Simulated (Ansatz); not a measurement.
Crystal: RuAu.

```
Ru Au
1.0
     3.16481    0.00000    0.00000
     0.00000    3.16481    0.00000
     0.00000    0.00000    3.16481
Ru Au
1 1
Direct
  0.00000 0.00000 0.00000
  0.50000 0.50000 0.50000
```

The cell was built by a generator and needn't be a form met in nature.

```yaml
Program: Ansatz 0.2.0
Task: relaxation of cell and atoms
Functional: HSE03
Potentials_or_basis: Ansatz PAW
Cutoff: "420 eV (not typed: the program's choice for these potentials)"
k_mesh: 4 × 4 × 4
Occupations: fermi-dirac, width 0.05 eV
Spin: no spin polarisation
```

At the start: volume 15.85 Å³/atom.

Q: Where does the relaxation end?

A: It ends after 6 steps and the volume is 15.41 Å³/atom (-2.8 %); space group Pm-3m (No. 221, to 0.05 Å).

The path:
```
step  energy change (eV)  largest force (eV/Å)  volume (Å³)
   1              0.0000                0.0000        31.70
   2             -0.0174                0.0000        30.90
   3             -0.0176                0.0000        30.81
   4             -0.0170                0.0000        30.81
   5             -0.0170                0.0000        30.81
   6             -0.0170                0.0000        30.81
```

Final structure:
```cif
data_structure
_symmetry_space_group_name_H-M 'P 1'
_symmetry_Int_Tables_number 1
_cell_length_a 3.1351
_cell_length_b 3.1351
_cell_length_c 3.1351
_cell_angle_alpha 90.000
_cell_angle_beta 90.000
_cell_angle_gamma 90.000
_cell_volume 30.81
loop_
_atom_site_label
_atom_site_type_symbol
_atom_site_fract_x
_atom_site_fract_y
_atom_site_fract_z
_atom_site_occupancy
Ru1 Ru 0.00000 0.00000 0.00000 1
Au1 Au 0.50000 0.50000 0.50000 1
```

Caveat: the k mesh is coarse (spacing up to 0.50 Å⁻¹), so the values aren't converged, least of all with exact exchange; the plane-wave basis is chosen anew once the cell has moved, so the energies of steps on either side of that aren't comparable; the PAW data sets come from PBE, with cores solved anew for the run's functional, which leaves a small shift of forces and pressure.
